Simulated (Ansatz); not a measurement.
# HgO2: geometry and frequencies at several levels

The task, for HgO2: geometry and frequencies at several levels.

Method: the levels named in each step, in Ansatz 0.2.0.

**1. The starting structure**

Bond lengths: O1–O2 1.216 Å.

Coordinates:

```xyz
3

O    -2.1334   -0.4472    0.0087
O    -2.0020    0.4959   -0.7471
Hg    1.2203   -0.0144    0.2179
```

**2. Relaxation, PBE0-D4/def2-TZVPP**

Contents of input.yaml:

```yaml
crystal:
  periodic: [false, false, false]
  atoms:
    - { symbol: O, position_ang: [-2.1334351, -0.44718077, 0.0087179] }
    - { symbol: O, position_ang: [-2.00202388, 0.49591784, -0.7470666] }
    - { symbol: Hg, position_ang: [1.22025898, -0.01440707, 0.2178887] }
basis:
  gaussian: { orbitals: def2-TZVPP }
hamiltonian:
  xc: pbe0
  dispersion: d4
relax:
  f_tol: 0.002
  max_steps: 150
```

On the command line:

```bash
> ansatz run input.yaml --threads 2 --pin off --max-ram 5120MiB --backend cpu --events-out ev --progress --plain --runs-dir out
```

After this run come: Frequencies, PBE0-D4/def2-TZVPP; Relaxation, PBE-D4/def2-TZVPP; Frequencies, PBE-D4/def2-TZVPP; Relaxation, r2SCAN-D4/def2-TZVPP; Frequencies, r2SCAN-D4/def2-TZVPP; Relaxation, B3LYP-D4/def2-TZVPP; Frequencies, B3LYP-D4/def2-TZVPP; Relaxation, B2PLYP/def2-TZVPP; Frequencies, B2PLYP/def2-TZVPP.

What does the calculation give? Wanted: O1–O2 at B2PLYP/def2-TZVPP; frequencies at B2PLYP/def2-TZVPP.

As calculated:

| quantity | value |
| --- | --- |
| O1–O2 at B2PLYP/def2-TZVPP | 1.221 Å |
| frequencies at B2PLYP/def2-TZVPP | 25 to 1470 cm⁻¹ |

**Reading.** The O–O distance spreads over 0.029 Å, from PBE0-D4/def2-TZVPP (shortest) to B2PLYP/def2-TZVPP. No mode is imaginary, so the geometry is a minimum. Heavy atoms carry effective core potentials in def2 sets, and spin-orbit coupling is left out.
